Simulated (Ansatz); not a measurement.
# CH4GeO2: up Jacob's ladder to CCSD(T)

One table from this session's results is given with a row withheld; the runs are named, their logs left out.

Method: functionals in def2-TZVPP, the program's frozen cores in correlated methods; program: Ansatz 0.2.0, Gaussian basis.

Levels to be run: LDA (SPW92), PBE-D4, revPBE-D4, BLYP-D4, r2SCAN-D4, B97M-V, PBE0-D4, B3LYP-D4, r2SCANh-D4, r2SCAN0-D4, HSE06-D4, BHLYP-D4, CAM-B3LYP-D4, LC-ωPBE, ωB97X-V, ωB97M-V, B2PLYP, PBE-QIDH; CCSD(T)/def2-SVP; CCSD(T)/def2-TZVPP; MP2/def2-QZVPP; extrapolation to the limit; RPA on PBE.

**The geometry**

An earlier PBE0-D4 in a triple-zeta def2 set relaxation fixed the geometry.

8 atoms, charge 0, spin multiplicity 1.

Atoms are counted from 1 here; the program's logs count them from 0.

Bond lengths: O1–C2 1.198 Å, C2–O3 1.345 Å, C2–Ge4 1.998 Å, O3–H5 0.972 Å, Ge4–H6 1.533 Å, Ge4–H7 1.533 Å, Ge4–H8 1.529 Å. Angles: O1–C2–O3 122.9°, O1–C2–Ge4 125.2°, O3–C2–Ge4 111.9°, C2–O3–H5 107.1°, C2–Ge4–H6 108.6°, C2–Ge4–H7 108.7°, C2–Ge4–H8 106.9°, H6–Ge4–H7 109.9°, H6–Ge4–H8 111.2°, H7–Ge4–H8 111.3°.

The first run:

Input file in.yaml:

```yaml
crystal:
  periodic: [false, false, false]
  atoms:
    - {symbol: O, position_ang: [1.015850, -1.259004, 1.052425]}
    - {symbol: C, position_ang: [0.719242, -0.310078, 0.383549]}
    - {symbol: O, position_ang: [1.598341, 0.651081, 0.049391]}
    - {symbol: Ge, position_ang: [-1.098323, 0.049155, -0.364195]}
    - {symbol: H, position_ang: [2.451514, 0.409299, 0.446519]}
    - {symbol: H, position_ang: [-1.607192, 1.379588, 0.202968]}
    - {symbol: H, position_ang: [-0.994094, 0.137262, -1.891267]}
    - {symbol: H, position_ang: [-1.993338, -1.114504, 0.064710]}
basis:
  gaussian: {orbitals: def2-TZVPP}
hamiltonian: {xc: lda}
output: {orbitals: {seedname: orbitals}}
```

The run is started by

```console
$ ansatz run in.yaml --threads 2 --pin off --events-out ev --progress --plain --max-ram 4352MiB
```

Among the steps run: LDA; PBE-D4 (GGA); revPBE-D4 (GGA); BLYP-D4 (GGA); r2SCAN-D4 (meta-GGA); B97M-V (meta-GGA); PBE0-D4 (hybrid); B3LYP-D4 (hybrid); r2SCANh-D4 (hybrid); r2SCAN0-D4 (hybrid); HSE06-D4 (hybrid); BHLYP-D4 (hybrid); CAM-B3LYP-D4 (range-separated); LC-ωPBE (range-separated); ωB97X-V (range-separated); ωB97M-V (range-separated); B2PLYP (double hybrid); PBE-QIDH (double hybrid).

One table of the session follows, with a row left open; its other results are not shown here.

It belongs to the step «Orbital energies across the functionals». 

```
  functional  HOMO (eV)  gap (eV)
 LDA (SPW92)      -6.61      4.72
      PBE-D4      -6.41      4.77
   revPBE-D4      -6.33      4.79
     BLYP-D4      -6.32      4.79
   r2SCAN-D4      -6.69      5.26
      B97M-V      -6.82      5.42
     PBE0-D4      -7.88      7.31
    B3LYP-D4      -7.66      6.83
  r2SCANh-D4      -7.25      6.21
  r2SCAN0-D4      -8.10      7.64
    HSE06-D4          ?         ?
    BHLYP-D4      -9.32      9.89
CAM-B3LYP-D4      -9.30      9.92
     LC-ωPBE     -10.57     12.44
     ωB97X-V     -10.26     12.02
     ωB97M-V     -10.18     11.84
```

**Question.** Estimate the row for HSE06-D4.

As computed: HOMO (eV): -7.48; gap (eV): 6.52. In the column «HOMO (eV)» it lies between B3LYP-D4 (-7.66) and r2SCANh-D4 (-7.25).
